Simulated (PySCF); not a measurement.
# InH2(CN): geometry, NMR shifts and electronic excitations

What NMR shifts and electronic excitations should InH2(CN) (`[H][In]([H])[C]#N`) show?

The runs use PySCF 2.14.0, with density-fitted response routines of our own; the level of theory stands in each step. All values are computed, except where a source is named. Atoms are numbered from 0 throughout.

## 1. The molecule as given

5 atoms, charge 0, multiplicity 1; geometry from: GFN2-xTB.

Bonds of the start (Å): In0–H1 1.72, In0–H2 1.72, In0–C3 2.17, C3–N4 1.15.

## 2. Relaxing the molecule at PBE0-D3(BJ)/def2-SVP

Job settings and geometry (Å):

```
{"job": {"xc": "PBE0", "basis": "def2-SVP", "d3": "d3bj", "grid": 1, "maxiter": 40, "kind": "geom"}, "charge": 0, "multiplicity": 1}
In     0.388840     0.677450     0.001560
H      2.110710     0.593290     0.054450
H     -0.539050     2.131330    -0.025030
C     -0.695170    -1.203410    -0.018850
N     -1.265330    -2.198670    -0.012130
```

Standard output:

```text
step   0  E = -283.95613089  max force = 0.039679
step   1  E = -283.95722420  max force = 0.003231
step   2  E = -283.95728086  max force = 0.001013
step   3  E = -283.95728348  max force = 0.000205
optimisation converged
```

Wall time 5.1 s (1 thread, shared host).

Relaxation path:

```tsv
step	energy from step 0 (eV)	largest force component (eV/Å)
0	0.0000	2.0404
1	-0.0298	0.1661
2	-0.0313	0.0521
3	-0.0314	0.0105
```

Distances of close pairs at the start and the end, largest changes first:

```tsv
bond	before (Å)	after (Å)	change (Å)
In0–C3	2.171	2.148	-0.023
C3–N4	1.147	1.162	+0.015
In0–H2	1.725	1.713	-0.012
In0–H1	1.725	1.713	-0.012
```

The end geometry stands in the next job.

```tsv
at the end point	value
point group (found at 0.08 Å tolerance)	C2v
rotational constants (GHz, main isotopes)	103.1, 2.891, 2.812
dipole moment (D)	4.25
```

## 3. Shielding tensors: PBE0/def2-TZVP+pcSseg-1

Job settings and geometry (Å):

```
{"job": {"kind": "nmr", "xc": "PBE0", "basis": {"default": "pcSseg-1", "In": "def2-TZVP"}}, "charge": 0, "multiplicity": 1}
In     0.403549     0.700424     0.005149
H      2.107296     0.531745     0.053460
H     -0.590565     2.094687    -0.028422
C     -0.670845    -1.159411    -0.015889
N     -1.249435    -2.167455    -0.014298
```

With the program's defaults for keys left out, this is: GIAO PBE0/pcSseg-1 In:def2-TZVP NMR shielding, scalar relativity only through core potentials, gas phase.

Standard output:

```text
coarse grid: 23336 points
cycle   1  E = -283.2773056229  dE = -3.191e+01  |g| = 1.934e+00  |ddm| = 4.540e+01
cycle   2  E = -282.4854663871  dE =  7.918e-01  |g| = 3.121e+00  |ddm| = 7.130e+00
cycle   3  E = -283.9937602162  dE = -1.508e+00  |g| = 4.136e-01  |ddm| = 2.700e+00
cycle   4  E = -283.9771367679  dE =  1.662e-02  |g| = 4.861e-01  |ddm| = 4.726e-01
cycle   5  E = -284.0282123404  dE = -5.108e-02  |g| = 1.448e-02  |ddm| = 2.650e-01
cycle   6  E = -284.0282620057  dE = -4.967e-05  |g| = 3.816e-03  |ddm| = 1.992e-02
cycle   7  E = -284.0282660456  dE = -4.040e-06  |g| = 7.145e-04  |ddm| = 4.461e-03
final grid: 46992 points
cycle   8  E = -284.0282970200  dE =  7.034e-08  |g| = 9.650e-04  |ddm| = 1.614e-03
cycle   9  E = -284.0282963652  dE =  6.548e-07  |g| = 1.993e-03  |ddm| = 1.950e-03
cycle  10  E = -284.0282972190  dE = -8.538e-07  |g| = 3.234e-04  |ddm| = 1.194e-03
cycle  11  E = -284.0282972435  dE = -2.443e-08  |g| = 1.350e-05  |ddm| = 2.571e-04
cycle  12  E = -284.0282972435  dE = -3.092e-11  |g| = 2.158e-06  |ddm| = 1.868e-05
converged SCF energy = -284.0282972435

GIAO shielding tensors (ppm)
atom      isotropic    diamagn.    paramagn.     s11        s22        s33       span
  0 In         nan         nan         nan        nan        nan        nan        nan
  1 H       25.241      25.915      -0.675     17.969     19.431     38.321     20.352
  2 H       25.243      25.912      -0.669     17.968     19.435     38.325     20.357
  3 C       54.455     258.059    -203.603    -65.753    -58.973    288.091    353.844
  4 N     -111.582     337.783    -449.365   -319.167   -307.269    291.690    610.857
```

Run time: 2.8 s. Hardware: 1 thread, shared host.

The references, computed at this level on geometries of the same kind, shield at (ppm): ¹H TMS 31.27, ¹³C TMS 184.4, ¹⁵N NH3 265.7. Their shielding less the atom's gives the shift. The references are single molecules in the gas phase, so shifts against H2O, NH3, PH3, H3PO4 or CFCl3 are not on the usual liquid scales and can be off by tens of ppm. Atoms listed in one row are averaged.

```tsv
atoms	environment	σ (ppm)	δ (ppm)
C3	carbon bonded to In, N	54.5	130.0
H1, H2	hydrogen on a In bonded to C	25.24	6.03
N4	nitrogen bonded to C	-111.6	377.3
```

Atoms past Kr carry core potentials, so their printed shieldings have no meaning and are left out of the table.

Charges from the same density, by scheme (e):

```tsv
atoms	Mulliken	ESP fit
In0	0.54	0.82
C3	-0.18	-0.01
N4	-0.24	-0.37
```

Mayer bond orders: In0–C3 0.76, C3–N4 2.89.

With diffuse functions Mulliken charges and Mayer bond orders lose their meaning; the other schemes are steadier.

## 4. Excited states and response: B3LYP/def2-SVPD

Job settings and geometry (Å):

```
{"job": {"kind": "uv", "xc": "B3LYP", "basis": "def2-SVPD", "ip": true, "nstates": 10}, "charge": 0, "multiplicity": 1}
In     0.403549     0.700424     0.005149
H      2.107296     0.531745     0.053460
H     -0.590565     2.094687    -0.028422
C     -0.670845    -1.159411    -0.015889
N     -1.249435    -2.167455    -0.014298
```

Level: TDDFT B3LYP/def2-SVPD, vertical, gas phase, core orbitals frozen in the response.

Standard output:

```text
coarse grid: 23336 points
cycle   1  E = -283.2050677185  dE = -2.040e+01  |g| = 2.019e+00  |ddm| = 1.500e+01
cycle   2  E = -281.8599561640  dE =  1.345e+00  |g| = 3.496e+00  |ddm| = 1.162e+01
cycle   3  E = -284.1079377690  dE = -2.248e+00  |g| = 4.243e-01  |ddm| = 3.400e+00
cycle   4  E = -284.0596677541  dE =  4.827e-02  |g| = 6.238e-01  |ddm| = 9.162e-01
cycle   5  E = -284.1457642868  dE = -8.610e-02  |g| = 3.833e-02  |ddm| = 5.584e-01
cycle   6  E = -284.1461707927  dE = -4.065e-04  |g| = 2.655e-03  |ddm| = 5.519e-02
cycle   7  E = -284.1461730944  dE = -2.302e-06  |g| = 7.009e-04  |ddm| = 6.083e-03
final grid: 46992 points
cycle   8  E = -284.1461986127  dE =  4.593e-07  |g| = 1.642e-03  |ddm| = 3.218e-03
cycle   9  E = -284.1461950676  dE =  3.545e-06  |g| = 4.316e-03  |ddm| = 5.785e-03
cycle  10  E = -284.1461992293  dE = -4.162e-06  |g| = 2.548e-04  |ddm| = 3.854e-03
cycle  11  E = -284.1461992496  dE = -2.033e-08  |g| = 1.009e-05  |ddm| = 4.313e-04
cycle  12  E = -284.1461992496  dE = -3.479e-11  |g| = 1.148e-06  |ddm| = 2.180e-05
converged SCF energy = -284.1461992496

Static polarisability (au): isotropic 50.821, principal 36.622 50.276 65.564

Singlet excitations
state   eV       nm        f      main configurations
  1   4.7805    259.4   0.00000   H->L 0.99
  2   5.2948    234.2   0.00886   H-1->L 0.99
  3   5.5342    224.0   0.00000   H-3->L 0.99
  4   5.6482    219.5   0.03539   H-2->L 0.95
  5   7.0340    176.3   0.02386   H-4->L 0.96
  6   7.3122    169.6   0.07409   H->L+1 0.77, H-3->L+1 0.17
  7   7.5266    164.7   0.00261   H-2->L+1 0.96
  8   7.5849    163.5   0.02556   H-1->L+1 0.71, H->L+2 0.16, H-2->L+2 0.09
  9   7.5850    163.5   0.00288   H-2->L+2 0.83
 10   7.8666    157.6   0.10610   H-1->L+2 0.56, H-3->L+1 0.25, H->L+4 0.09

Triplet excitations (Tamm-Dancoff, eV): 4.4855 4.8993 4.9256 5.2643
Vertical ionisation energy (delta-SCF) = 11.1166 eV
Vertical electron affinity (delta-SCF) = 1.0041 eV
```

Run time: 14 s. Hardware: 1 thread, shared host.

Frontier orbitals and where they lie:

```tsv
orbital	eV	atoms
HOMO−3	-9.56	N4 31 %, C3 29 %, In0 19 %
HOMO−2	-9.33	N4 52 %, C3 44 %, In0 4 %
HOMO−1	-9.23	N4 49 %, C3 23 %, In0 17 %
HOMO	-8.81	In0 25 %, N4 22 %, H1 18 %
LUMO	-2.95	In0 67 %, C3 13 %, H2 8 %
LUMO+1	-0.92	In0 41 %, H1 24 %, H2 24 %
LUMO+2	0.02	C3 30 %, N4 30 %, In0 29 %
```

With each of the 10 states as a Gaussian band of 0.4 eV half-width at 1/e, the curve within the window shown has maxima at 221 nm (ε 1,600), 162 nm (ε 6,000) L/(mol cm). Beyond the last state computed it falls off for lack of states. The curve at chosen wavelengths:

```tsv
nm	ε (L/mol/cm)
152	2627
158	5560
164	5871
169	5178
175	3549
181	1671
187	542
192	183
198	159
204	450
210	971
215	1390
221	1612
227	1464
233	1104
238	784
244	470
250	256
256	128
261	67
267	29
273	11
279	4
284	2
290	1
296	0
```

Further results of this job:

```tsv
property	computed
dipole moment (D)	4.44
polarisability (Å³)	7.53
HOMO–LUMO gap (eV)	5.86
−ε(HOMO) (eV)	8.81
```

## 5. Nuclear shieldings: KT2/def2-TZVP+pcSseg-1

Job settings and geometry (Å):

```
{"job": {"kind": "nmr", "xc": "KT2", "basis": {"default": "pcSseg-1", "In": "def2-TZVP"}, "pop": false}, "charge": 0, "multiplicity": 1}
In     0.403549     0.700424     0.005149
H      2.107296     0.531745     0.053460
H     -0.590565     2.094687    -0.028422
C     -0.670845    -1.159411    -0.015889
N     -1.249435    -2.167455    -0.014298
```

Method: GIAO KT2/pcSseg-1 In:def2-TZVP NMR shielding, scalar relativity only through core potentials, gas phase.

Standard output:

```text
coarse grid: 23336 points
cycle   1  E = -285.8763546582  dE = -3.146e+01  |g| = 2.158e+00  |ddm| = 4.402e+01
cycle   2  E = -280.1938014890  dE =  5.683e+00  |g| = 6.526e+00  |ddm| = 9.165e+00
cycle   3  E = -286.7882944952  dE = -6.594e+00  |g| = 6.333e-01  |ddm| = 3.801e+00
cycle   4  E = -286.7904398957  dE = -2.145e-03  |g| = 5.972e-01  |ddm| = 1.017e+00
cycle   5  E = -286.8679393704  dE = -7.750e-02  |g| = 1.250e-01  |ddm| = 3.903e-01
cycle   6  E = -286.8711760309  dE = -3.237e-03  |g| = 5.460e-02  |ddm| = 1.520e-01
cycle   7  E = -286.8720129243  dE = -8.369e-04  |g| = 7.863e-03  |ddm| = 5.785e-02
cycle   8  E = -286.8720297421  dE = -1.682e-05  |g| = 1.750e-03  |ddm| = 1.086e-02
cycle   9  E = -286.8720304625  dE = -7.204e-07  |g| = 2.646e-04  |ddm| = 1.568e-03
final grid: 46992 points
cycle  10  E = -286.8720747365  dE =  7.965e-08  |g| = 6.831e-04  |ddm| = 1.109e-03
cycle  11  E = -286.8720736506  dE =  1.086e-06  |g| = 2.271e-03  |ddm| = 1.725e-03
cycle  12  E = -286.8720748440  dE = -1.193e-06  |g| = 1.737e-04  |ddm| = 1.244e-03
cycle  13  E = -286.8720748535  dE = -9.489e-09  |g| = 1.985e-05  |ddm| = 2.714e-04
cycle  14  E = -286.8720748536  dE = -9.618e-11  |g| = 4.055e-06  |ddm| = 3.032e-05
converged SCF energy = -286.8720748536

GIAO shielding tensors (ppm)
atom      isotropic    diamagn.    paramagn.     s11        s22        s33       span
  0 In         nan         nan         nan        nan        nan        nan        nan
  1 H       24.889      25.955      -1.065     17.644     19.242     37.781     20.137
  2 H       24.891      25.952      -1.060     17.644     19.245     37.785     20.141
  3 C       67.429     258.088    -190.659    -46.606    -34.220    283.113    329.719
  4 N      -85.267     338.588    -423.856   -280.928   -257.577    282.702    563.630
```

Wall time 4.2 s (1 thread, shared host).

Key values: δ C3 115.8, N4 349.6, H1 6.29 ppm (means over like atoms).

## 6. Side by side: NMR shifts

Shifts (ppm), means over like atoms, with basis size and wall time:

```tsv
run	C3	H1	N4	functions	time
PBE0/def2-TZVP+pcSseg-1	130.0	6.03	377.3	94	2.8 s
KT2/def2-TZVP+pcSseg-1	115.8	6.29	349.6	94	4.2 s
```

## 7. Outcome

```
                                                                        quantity                         value
                                                                     point group                           C2v
                                            rotational constants (main isotopes)        103.08, 2.89, 2.81 GHz
                                ¹³C shifts against TMS (PBE0/def2-TZVP+pcSseg-1)                     130.0 ppm
¹H shifts against TMS (PBE0/def2-TZVP+pcSseg-1, means over atoms taken as alike)                      6.03 ppm
                                ¹⁵N shifts against NH3 (PBE0/def2-TZVP+pcSseg-1)                     377.3 ppm
                                                lowest singlet (B3LYP/def2-SVPD)   4.78 eV (259 nm), f = 0.000
                                        brightest single state of those computed  state 10, 7.87 eV, f = 0.106
                                                                  lowest triplet                       4.49 eV
                                               vertical ionisation energy (ΔSCF)                      11.12 eV
                                               vertical electron affinity (ΔSCF)                       1.00 eV
                                                        range of the shift of N4            349.6 to 377.3 ppm
```

The optimisation took 3 steps and gained 0.031 eV; among the close pairs (by a distance rule), In0–C3 changed most, from 2.171 to 2.148 Å. No frequency check was run at this level, so the end point may be a saddle. At PBE0/def2-TZVP+pcSseg-1: The largest span, 611 ppm, is at N4, where the paramagnetic term is -449 ppm. The lowest singlet, at 4.78 eV, is HOMO→LUMO 0.99 and is dark; of the 10 states computed, the strongest absorption comes from state 10 at 7.87 eV (the last computed, so partners may be missing). The lowest triplet lies 0.29 eV below the lowest singlet (triplets in Tamm-Dancoff, singlets in full TDDFT). Spin-orbit coupling, left out, mixes singlets and triplets in elements this heavy. ΔSCF puts the ionisation energy at 11.12 eV, 2.31 eV above −ε(HOMO). In ppm, N4 moves most: its shift spreads over 27.7 ppm, from 349.6 (KT2/def2-TZVP+pcSseg-1) to 377.3 (PBE0/def2-TZVP+pcSseg-1). Spin-orbit coupling is left out, which matters for shieldings and couplings at and beside the heavy atoms.
